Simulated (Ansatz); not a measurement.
# Cl3FH2Si: the cost of one run

All numbers below are computed with Ansatz 0.2.0 (RKS B3LYP-D4/def2-SVP).

### Step 1. The system as given

Bond lengths: Si1–F2 2.005 Å, Si1–Cl3 2.038 Å, Si1–Cl4 1.992 Å, Si1–H5 1.442 Å, Si1–Cl7 2.490 Å. Angles: F2–Si1–Cl3 160.2°, F2–Si1–Cl4 88.4°, F2–Si1–H5 80.5°, F2–Si1–Cl7 71.6°, Cl3–Si1–Cl4 105.5°, Cl3–Si1–H5 102.0°, Cl3–Si1–Cl7 90.6°, Cl4–Si1–H5 124.7°, Cl4–Si1–Cl7 107.1°, H5–Si1–Cl7 119.7°.

Coordinates:

```xyz
7

Si   -0.6012    0.0912   -0.0076
F     0.7880   -0.8842    1.0594
Cl   -1.5814    0.8884   -1.6065
Cl   -0.5598    1.5351    1.3643
H    -1.2709   -1.1750    0.1545
H     1.6683   -0.6509    0.2815
Cl    1.5570    0.1954   -1.2456
```

### Step 2. A restrained relaxation towards end A

Springs on the bonds that form and break draw the guess towards this end; the thresholds are loose.

Input file input.yaml:

```yaml
crystal:
  periodic: [false, false, false]
  atoms:
    - { symbol: Si, position_ang: [-0.6012, 0.0912, -0.0076] }
    - { symbol: F, position_ang: [0.788, -0.8842, 1.0594] }
    - { symbol: Cl, position_ang: [-1.5814, 0.8884, -1.6065] }
    - { symbol: Cl, position_ang: [-0.5598, 1.5351, 1.3643] }
    - { symbol: H, position_ang: [-1.2709, -1.175, 0.1545] }
    - { symbol: H, position_ang: [1.6683, -0.6509, 0.2815] }
    - { symbol: Cl, position_ang: [1.557, 0.1954, -1.2456] }
basis:
  gaussian: { orbitals: def2-SVP }
hamiltonian:
  xc: b3lyp
  dispersion: d4
relax:
  f_tol: 0.15
  max_steps: 25
  restrain:
    - { distance: [0, 6], at: 3.43, k: 30.0 }
    - { distance: [5, 1], at: 2.18, k: 30.0 }
    - { distance: [0, 1], at: 1.68, k: 30.0 }
    - { distance: [5, 6], at: 1.33, k: 30.0 }
output:
  orbitals: {}
```

Started as:

```console
$ ansatz run input.yaml --threads 2 --pin off --max-ram 3072MiB --backend cpu --events-out ev --progress --plain --runs-dir out
```

Q: Estimate wall time and peak memory on 2 threads of Arm Neoverse V1, shared host.

About 32 s, with a peak of 0.22 GiB.
